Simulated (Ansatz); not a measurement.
**CH7BOSi: small, medium and large basis sets**

The task here is to estimate one member of a computed series from the others.

Program: Ansatz 0.2.0, Gaussian basis. Level of theory: one geometry, several basis sets. These are calculated values, not measurements.

Plan: PBE0-D4/def2-SVP; ωB97M-V/def2-SVP; PBE0-D4/def2-QZVPP; ωB97M-V/def2-QZVPP; the functionals' def2-TZVPP values are taken from earlier runs.

## Structure used throughout

The geometry comes from an earlier relaxation with PBE0-D4 in a triple-zeta def2 set; it is a stationary point, not always the lowest conformer.

SMILES `OBC[SiH3]`, 11 atoms, charge 0, spin multiplicity 1.

Atoms are counted from 1 here; the program's logs count them from 0.

Bond lengths: O1–B2 1.358 Å, O1–H5 0.960 Å, B2–C3 1.552 Å, B2–H6 1.205 Å, C3–Si4 1.880 Å, C3–H7 1.095 Å, C3–H8 1.094 Å, Si4–H9 1.488 Å, Si4–H10 1.488 Å, Si4–H11 1.487 Å. Angles: B2–O1–H5 113.1°, O1–B2–C3 119.0°, O1–B2–H6 119.2°, C3–B2–H6 121.8°, B2–C3–Si4 110.9°, B2–C3–H7 111.3°, B2–C3–H8 112.1°, Si4–C3–H7 105.8°, Si4–C3–H8 107.2°, H7–C3–H8 109.2°, C3–Si4–H9 110.5°, C3–Si4–H10 110.6°, C3–Si4–H11 110.7°, H9–Si4–H10 108.2°, H9–Si4–H11 108.5°, H10–Si4–H11 108.3°.

The first run:

File in.yaml:

```yaml
crystal:
  periodic: [false, false, false]
  atoms:
    - {symbol: O, position_ang: [-0.338007, 2.100564, 0.562085]}
    - {symbol: B, position_ang: [-0.553664, 0.790965, 0.848107]}
    - {symbol: C, position_ang: [0.571700, -0.237281, 0.556220]}
    - {symbol: Si, position_ang: [0.299841, -1.076437, -1.104222]}
    - {symbol: H, position_ang: [-1.098860, 2.656331, 0.743779]}
    - {symbol: H, position_ang: [-1.624133, 0.453535, 1.287316]}
    - {symbol: H, position_ang: [0.578437, -1.041228, 1.299305]}
    - {symbol: H, position_ang: [1.559975, 0.231934, 0.523562]}
    - {symbol: H, position_ang: [1.347718, -2.104374, -1.345451]}
    - {symbol: H, position_ang: [-1.027430, -1.748293, -1.141197]}
    - {symbol: H, position_ang: [0.349724, -0.082614, -2.209003]}
basis:
  gaussian: {orbitals: def2-SVP}
hamiltonian: {xc: pbe0, dispersion: d4}
output: {orbitals: {seedname: orbitals}}
```

Launch:

```console
ansatz run in.yaml --threads 2 --pin off --events-out ev --progress --plain --max-ram 4352MiB
```

Steps of the session up to this table: PBE0-D4 in def2-SVP; ωB97M-V in def2-SVP; PBE0-D4 in def2-QZVPP; ωB97M-V in def2-QZVPP.

One of the session's tables, all rows but one given; the rest of the session is left out.

It belongs to the step «Density functionals: the series». 

```
functional       basis  HOMO (eV)  LUMO (eV)
   PBE0-D4    def2-SVP      -8.47       0.07
   PBE0-D4  def2-TZVPP      -8.54      -0.16
   PBE0-D4  def2-QZVPP      -8.56      -0.24
   ωB97M-V    def2-SVP     -10.72       2.11
   ωB97M-V  def2-TZVPP     -10.82       1.70
   ωB97M-V  def2-QZVPP          ?          ?
```

**Question.** Estimate the row for ωB97M-V, def2-QZVPP.

The run gave: HOMO (eV): -10.84; LUMO (eV): 1.33. In the column «HOMO (eV)» it is the lowest.
